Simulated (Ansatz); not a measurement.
# GeH₅S+ (SMILES [SH2+][GeH3]): functionals against CCSD(T) at one geometry

The task here is to estimate one member of a computed series from the others.

Program: Ansatz 0.2.0, Gaussian basis. Level of theory: single points in def2-TZVPP. These are calculated values, not measurements.

Correlated methods freeze the cores. Filled d shells of the heavier atoms are correlated.

### Where the work starts

SMILES `[SH2+][GeH3]`, 7 atoms, charge 1, spin multiplicity 1.

Atoms are counted from 1 here; the program's logs count them from 0.

Bond lengths: S1–Ge2 2.303 Å, S1–H3 1.356 Å, S1–H4 1.347 Å, Ge2–H5 1.497 Å, Ge2–H6 1.525 Å, Ge2–H7 1.459 Å. Angles: Ge2–S1–H3 96.4°, Ge2–S1–H4 102.6°, H3–S1–H4 98.0°, S1–Ge2–H5 101.6°, S1–Ge2–H6 95.9°, S1–Ge2–H7 101.1°, H5–Ge2–H6 125.1°, H5–Ge2–H7 114.8°, H6–Ge2–H7 112.1°.

As a file:

```
atom    x (Å)    y (Å)    z (Å)
  S1  -0.1772  -1.3373  -0.4832
 Ge2   0.3189   0.8745  -0.0738
  H3   0.0064  -1.7709   0.7888
  H4  -1.5241  -1.3408  -0.4910
  H5  -0.0714   1.5156  -1.3691
  H6  -0.4712   0.9738   1.2264
  H7   1.7568   0.8013   0.1627
```

The first run:

Contents of run/in.yaml:

```yaml
crystal:
  periodic: [false, false, false]
  atoms:
    - {symbol: S, position_ang: [-0.177154, -1.337312, -0.483155]}
    - {symbol: Ge, position_ang: [0.318904, 0.874504, -0.073815]}
    - {symbol: H, position_ang: [0.006380, -1.770933, 0.788765]}
    - {symbol: H, position_ang: [-1.524076, -1.340755, -0.490998]}
    - {symbol: H, position_ang: [-0.071435, 1.515648, -1.369127]}
    - {symbol: H, position_ang: [-0.471205, 0.973791, 1.226425]}
    - {symbol: H, position_ang: [1.756776, 0.801303, 0.162697]}
basis:
  gaussian: {orbitals: def2-TZVPP}
total_charge: 1
hamiltonian: {xc: pbe, dispersion: d4}
output: {forces: true}
```

The run is started by

```
$ ansatz run in.yaml --threads 2 --pin off --events-out ev --progress --plain --max-ram 3481MiB
```

Among the steps run: PBE-D4/def2-TZVPP; r2SCAN-D4/def2-TZVPP; PBE0-D4/def2-TZVPP; wB97M-V/def2-TZVPP; CCSD(T)/def2-TZVPP.

One of the session's tables, all rows but one given; the rest of the session is left out.

| method | RMS force component (eV/Å) | angle to CCSD(T) forces (°) |
| --- | --- | --- |
| PBE-D4 | 0.559 | 20.1 |
| r2SCAN-D4 | ? | ? |
| PBE0-D4 | 0.493 | 8.6 |
| wB97M-V | 0.480 | 1.4 |
| CCSD(T) | 0.480 | reference |

Q: Estimate the row for r2SCAN-D4 from the others.

The run gave: RMS force component (eV/Å): 0.482; angle to CCSD(T) forces (°): 8.7. In the column «RMS force component (eV/Å)» it lies between CCSD(T) (0.480) and PBE0-D4 (0.493).
